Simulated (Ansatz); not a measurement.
# ZnHO radical (SMILES [O][ZnH]): single points off equilibrium

The atoms stand at a structure displaced at random from a GFN2-xTB minimum. How far do the functionals agree with CCSD(T) there?

Method: single points in def2-TZVPP; program: Ansatz 0.2.0, Gaussian basis.

Cores are frozen in the correlated methods. The 3s and 3p shells of Cu and Zn are frozen; filled d shells are correlated. Orbitals are unrestricted.

## Step 1: The system as given

3 atoms, charge 0, spin multiplicity 2.

Atoms are counted from 1 here; the program's logs count them from 0.

Bond lengths: O1–Zn2 1.650 Å, Zn2–H3 1.484 Å. Angles: O1–Zn2–H3 139.1°.

Geometry (Å):

```xyz
3

O    -1.2382    0.6253   -0.5876
Zn    0.2010    0.2771    0.1403
H     1.0301   -0.9070    0.4763
```

## Step 2: CCSD(T)/def2-TZVPP

The input, run/in.yaml:

```yaml
crystal:
  periodic: [false, false, false]
  atoms:
    - {symbol: O, position_ang: [-1.238200, 0.625300, -0.587600]}
    - {symbol: Zn, position_ang: [0.201000, 0.277100, 0.140300]}
    - {symbol: H, position_ang: [1.030100, -0.907000, 0.476300]}
basis:
  gaussian: {orbitals: def2-TZVPP}
magnetization: {spin_polarized: true, initial_magnetization: 1}
correlation: {method: ccsd_t, frozen_orbitals: {H: 0, O: 1, Zn: 9}}
scf: {omitted_lower_state_checks: [cluster_reference]}
output: {forces: true}
```

No record of the launch command was kept for these runs.

## Step 3: PBE0-D4/def2-TZVPP

Edit run/in.yaml of step 2 so:

```diff
@@ -9,4 +9,3 @@
 magnetization: {spin_polarized: true, initial_magnetization: 1}
-correlation: {method: ccsd_t, frozen_orbitals: {H: 0, O: 1, Zn: 9}}
-scf: {omitted_lower_state_checks: [cluster_reference]}
-output: {forces: true}
+hamiltonian: {xc: pbe0, dispersion: d4}
+output: {forces: true, orbitals: {seedname: orbitals}}
```

## Step 4: wB97M-V/def2-TZVPP

Edit run/in.yaml of step 3 so:

```diff
@@ -9,3 +9,3 @@
 magnetization: {spin_polarized: true, initial_magnetization: 1}
-hamiltonian: {xc: pbe0, dispersion: d4}
-output: {forces: true, orbitals: {seedname: orbitals}}
+hamiltonian: {xc: {name: wB97M-V}}
+output: {forces: true}
```

## Step 5: r2SCAN-D4/def2-TZVPP

Edit run/in.yaml of step 4 so:

```diff
@@ -9,3 +9,3 @@
 magnetization: {spin_polarized: true, initial_magnetization: 1}
-hamiltonian: {xc: {name: wB97M-V}}
+hamiltonian: {xc: r2scan, dispersion: d4}
 output: {forces: true}
```

## Step 6: PBE-D4/def2-TZVPP

Edit run/in.yaml of step 5 so:

```diff
@@ -9,3 +9,3 @@
 magnetization: {spin_polarized: true, initial_magnetization: 1}
-hamiltonian: {xc: r2scan, dispersion: d4}
+hamiltonian: {xc: pbe, dispersion: d4}
 output: {forces: true}
```

## Step 7: r2SCAN0-D4/def2-TZVPP

Edit run/in.yaml of step 6 so:

```diff
@@ -9,3 +9,3 @@
 magnetization: {spin_polarized: true, initial_magnetization: 1}
-hamiltonian: {xc: pbe, dispersion: d4}
+hamiltonian: {xc: {name: r2SCAN0}, dispersion: d4}
 output: {forces: true}
```

## Step 8: BLYP-D4/def2-TZVPP

Edit run/in.yaml of step 7 so:

```diff
@@ -9,3 +9,3 @@
 magnetization: {spin_polarized: true, initial_magnetization: 1}
-hamiltonian: {xc: {name: r2SCAN0}, dispersion: d4}
+hamiltonian: {xc: {name: BLYP}, dispersion: d4}
 output: {forces: true}
```

(Steps that only read results are left out.)

Before running it: what results should come out? Wanted: energy less free atoms, CCSD(T)/def2-TZVPP; RMS force component; RMS force error; HOMO and LUMO, PBE0-D4; T1 diagnostic.

**Answer**, as computed:

| quantity | value |
| --- | --- |
| energy less free atoms, CCSD(T)/def2-TZVPP | -89.7 kcal/mol |
| RMS force component | 1.714 to 2.084 eV/Å over the methods |
| RMS force error | PBE0-D4 0.150, wB97M-V 0.044, r2SCAN-D4 0.336, PBE-D4 0.380, r2SCAN0-D4 0.158, BLYP-D4 0.244 eV/Å |
| HOMO and LUMO, PBE0-D4 | -8.33 and -3.98 eV |
| T1 diagnostic | 0.023 |

What this shows: Against CCSD(T) the functionals' energies less atoms differ by -13.6 to -3.8 kcal/mol, PBE-D4 by -10.7 kcal/mol. CCSD(T) in triple zeta still lacks some correlation energy of the bonds, so part of these gaps is its own basis error and they don't rank the functionals. For forces wB97M-V does best and PBE-D4 worst. Frozen-core CCSD(T) forces in triple zeta carry basis errors of their own, and this is one geometry, so small gaps rank nothing.
